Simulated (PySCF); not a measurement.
Runs of PySCF 2.14.0 on NGaF2H2. The cell holds a molecule in a box, 6 atoms: a = 12.000 Å, b = 13.000 Å, c = 11.000 Å, α = 90.00°, β = 90.00°, γ = 90.00°. 

```csv
task,level,frozen core bands,conv_tol,exxdiv,grid for exchange and correlation,three-centre integrals,gap on the mesh (eV)
excitation energies (Tamm-Dancoff),PBE0,12,1e-08 Ha,ewald,"Becke, atom-centred",read from an earlier run's file,6.98
atomic charges,PBE,-,1e-07 Ha,-,"Becke, atom-centred",-,4.49
MP2 correlation energy,HF,12,1e-08 Ha,ewald,-,read from an earlier run's file,13.78
atomic charges,LDA,-,1e-07 Ha,-,"Becke, atom-centred",read from an earlier run's file,(a)
atomic charges,M06+D4,-,1e-07 Ha,ewald,"Becke, atom-centred",read from an earlier run's file,(b)
atomic charges,M06-L+D3,-,1e-07 Ha,-,"Becke, atom-centred",read from an earlier run's file,5.13
```

Alike in all rows: potentials or basis 6-31g* (all-electron); no spin polarisation; cell as given; k mesh 1 × 1 × 1; smearing fixed.

Problem. Fill in the values left out.

Solution. (a) 4.44; (b) 6.74.

Caveats: this is a molecule in a periodic box at the Γ point, so its band gap is the HOMO-LUMO gap; relativity is left out, which matters for the heavier elements; the basis of atomic orbitals isn't converged, which shifts pressures, moduli and gaps; the basis is small and the box finite, so much correlation energy is missing and levels can be off by tenths of an eV (some runs); the iterative solver can pass over a root and still report convergence (some runs).

A k mesh can miss the band edges, and the runs leave out spin-orbit coupling on Ga.
